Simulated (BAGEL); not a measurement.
# CH3BrMgO (SMILES C[O][Mg][Br]): HF/STO-3G (density fitting with qzvpp-jkfit)

Aim: the energy change on altering one bond length of CH3BrMgO at HF/STO-3G (density fitting with qzvpp-jkfit), from 2 runs. 

The results are computed with BAGEL 1.2.2.

11 further runs of the same task are left out: 10 that didn't finish, 1 set aside as unsound or not needed. Runs told in other sessions of the task aren't counted.

## (1) The structure to begin with

The species is CH3BrMgO (7 atoms), meant as a singlet with charge 0. SMILES: `C[O][Mg][Br]`. The shape is that of a PBE0-D4/def2-TZVP optimisation.

Bond lengths: C1–O2 1.378 Å, O2–Mg3 1.749 Å, Mg3–Br4 2.326 Å, C1–H5 1.099 Å, C1–H6 1.099 Å, C1–H7 1.099 Å. Angles: C1–O2–Mg3 180.0°, O2–Mg3–Br4 180.0°, O2–C1–H5 111.6°, O2–C1–H6 111.6°, O2–C1–H7 111.6°, H5–C1–H6 107.2°, H5–C1–H7 107.2°, H6–C1–H7 107.2°.

## (2) A single-point energy at HF/STO-3G (density fitting with qzvpp-jkfit)

Contents of input.json:

```json
{ "bagel": [

{
  "title": "molecule",
  "basis": "sto-3g",
  "df_basis": "qzvpp-jkfit",
  "angstrom": true,
  "geometry": [
    { "atom": "C", "xyz": [       0.743100,       0.986200,       0.163300 ] },
    { "atom": "O", "xyz": [      -0.067000,      -0.112600,      -0.024100 ] },
    { "atom": "Mg", "xyz": [      -1.095300,      -1.507000,      -0.261900 ] },
    { "atom": "Br", "xyz": [      -2.462800,      -3.361600,      -0.578200 ] },
    { "atom": "H", "xyz": [       0.896700,       1.540300,      -0.773100 ] },
    { "atom": "H", "xyz": [       0.311300,       1.688200,       0.890100 ] },
    { "atom": "H", "xyz": [       1.735200,       0.698600,       0.538100 ] }
  ]
},

{ "title": "hf" },

{ "title": "print", "file": "orbitals.molden", "orbitals": true }

]}
```

Started as:

```console
$ BAGEL_NUM_THREADS=1 BAGEL input.json > input.out
```

The log of the run:

```text
* using 1 threads per process

  ===============================================================
  ===============================================================

  *** Geometry ***

  { "atom" : "C", "xyz" : [      1.404255,      1.863648,      0.308592 ] },
  { "atom" : "O", "xyz" : [     -0.126612,     -0.212783,     -0.045542 ] },
  { "atom" : "Mg", "xyz" : [     -2.069817,     -2.847817,     -0.494919 ] },
  { "atom" : "Br", "xyz" : [     -4.654018,     -6.352503,     -1.092640 ] },
  { "atom" : "H", "xyz" : [      1.694517,      2.910745,     -1.460947 ] },
  { "atom" : "H", "xyz" : [      0.588272,      3.190236,      1.682045 ] },
  { "atom" : "H", "xyz" : [      3.279053,      1.320163,      1.016862 ] },

  Number of auxiliary basis functions:      584

  Since a DF basis is specified, we compute 2- and 3-index integrals:
    o Being stored without compression. Storage requirement is 0.007 GB

  Number of basis functions:       40
  Number of electrons      :       64

    * METHOD: MOLECULE                             0.29

  *** RHF ***

  === Nuclear Repulsion ===
   242.2434186595

      * DIIS with orbital gradients will be used.

  === RHF iteration (sto-3g) ===
      0      -2854.78450647          0.01353944           0.06
      1      -2854.87279759          0.00348134           0.06
      2      -2854.87881097          0.00068666           0.06
      3      -2854.87917872          0.00012365           0.06
      4      -2854.87919243          0.00002881           0.06
      5      -2854.87919311          0.00000346           0.06
      6      -2854.87919312          0.00000047           0.06
      7      -2854.87919312          0.00000011           0.06
      8      -2854.87919312          0.00000003           0.06
      9      -2854.87919312          0.00000000           0.06
    * SCF iteration converged.

    * Permanent dipole moment:
           (   -0.475034,    -0.644439,    -0.109923) a.u.

    * METHOD: HF                                   0.76

    * METHOD: PRINT                                0.00

  ===============================================================
```

It took 1.2 s on 1 thread of Arm Neoverse V1, shared host; peak memory 0.086 GiB.

## (3) The distorted shape

Contents of hf.json:

```json
{ "bagel" : [

{
  "title" : "molecule",
  "basis" : "sto-3g",
  "df_basis" : "qzvpp-jkfit",
  "angstrom" : true,
  "geometry" : [
    { "atom" : "C", "xyz" : [    1.426852,    1.913503,    0.321451 ] },
    { "atom" : "O", "xyz" : [    0.616752,    0.814703,    0.134051 ] },
    { "atom" : "Mg", "xyz" : [   -0.411548,   -0.579697,   -0.103749 ] },
    { "atom" : "Br", "xyz" : [   -2.462800,   -3.361600,   -0.578200 ] },
    { "atom" : "H", "xyz" : [    1.580452,    2.467603,   -0.614949 ] },
    { "atom" : "H", "xyz" : [    0.995052,    2.615503,    1.048251 ] },
    { "atom" : "H", "xyz" : [    2.418952,    1.625903,    0.696251 ] }
  ]
},
{
  "title" : "hf"
},
{
  "title" : "print",
  "file" : "orbitals.molden",
  "orbitals" : true
}

]}
```

Started as:

```console
$ BAGEL_NUM_THREADS=1 BAGEL hf.json > hf.out
```

The log of the run:

```text
* using 1 threads per process

  ===============================================================
  ===============================================================

  *** Geometry ***

  { "atom" : "C", "xyz" : [      2.696360,      3.615997,      0.607454 ] },
  { "atom" : "O", "xyz" : [      1.165492,      1.539566,      0.253320 ] },
  { "atom" : "Mg", "xyz" : [     -0.777713,     -1.095469,     -0.196057 ] },
  { "atom" : "Br", "xyz" : [     -4.654018,     -6.352503,     -1.092640 ] },
  { "atom" : "H", "xyz" : [      2.986621,      4.663094,     -1.162085 ] },
  { "atom" : "H", "xyz" : [      1.880376,      4.942584,      1.980907 ] },
  { "atom" : "H", "xyz" : [      4.571157,      3.072511,      1.315724 ] },

  Number of auxiliary basis functions:      584

  Since a DF basis is specified, we compute 2- and 3-index integrals:
    o Being stored without compression. Storage requirement is 0.007 GB

  Number of basis functions:       40
  Number of electrons      :       64

    * METHOD: MOLECULE                             0.27

  *** RHF ***

  === Nuclear Repulsion ===
   197.2212556855

      * DIIS with orbital gradients will be used.

  === RHF iteration (sto-3g) ===
      0      -2854.59270018          0.01339733           0.06
      1      -2854.68699449          0.00386430           0.06
      2      -2854.69587694          0.00095952           0.06
      3      -2854.69687786          0.00023291           0.06
      4      -2854.69692612          0.00006602           0.06
      5      -2854.69692949          0.00001147           0.06
      6      -2854.69692958          0.00000187           0.06
      7      -2854.69692958          0.00000042           0.06
      8      -2854.69692958          0.00000010           0.06
      9      -2854.69692958          0.00000003           0.06
     10      -2854.69692958          0.00000001           0.06
    * SCF iteration converged.

    * Permanent dipole moment:
           (   -1.823662,    -2.473434,    -0.421856) a.u.

    * METHOD: HF                                   0.81

    * METHOD: PRINT                                0.00

  ===============================================================
```

Wall time 1.2 s (1 thread of Arm Neoverse V1, shared host); peak memory 0.086 GiB.

## (4) Outcome

At HF/STO-3G (density fitting with qzvpp-jkfit):

```
                                                           quantity           value
                                          first shape: total energy  -2854.87919 Eh
                                         first shape: dipole moment          2.05 D
                                           first shape: HOMO energy        -6.67 eV
                                           first shape: LUMO energy         8.53 eV
                                         first shape: HOMO–LUMO gap        15.19 eV
                                      distorted shape: total energy  -2854.69693 Eh
                                     distorted shape: dipole moment          7.88 D
                                       distorted shape: HOMO energy        -4.07 eV
                                       distorted shape: LUMO energy         3.50 eV
                                     distorted shape: HOMO–LUMO gap         7.57 eV
energy change with the Mg3–Br4 bond stretched from 2.326 to 3.489 Å        4.960 eV
```

**Reading.** With the Mg3–Br4 bond stretched from 2.326 to 3.489 Å the energy rises by 4.96 eV (479 kJ/mol). The first shape isn't relaxed at this level, so the change isn't measured from a minimum. The minimal basis adds a large error of its own.
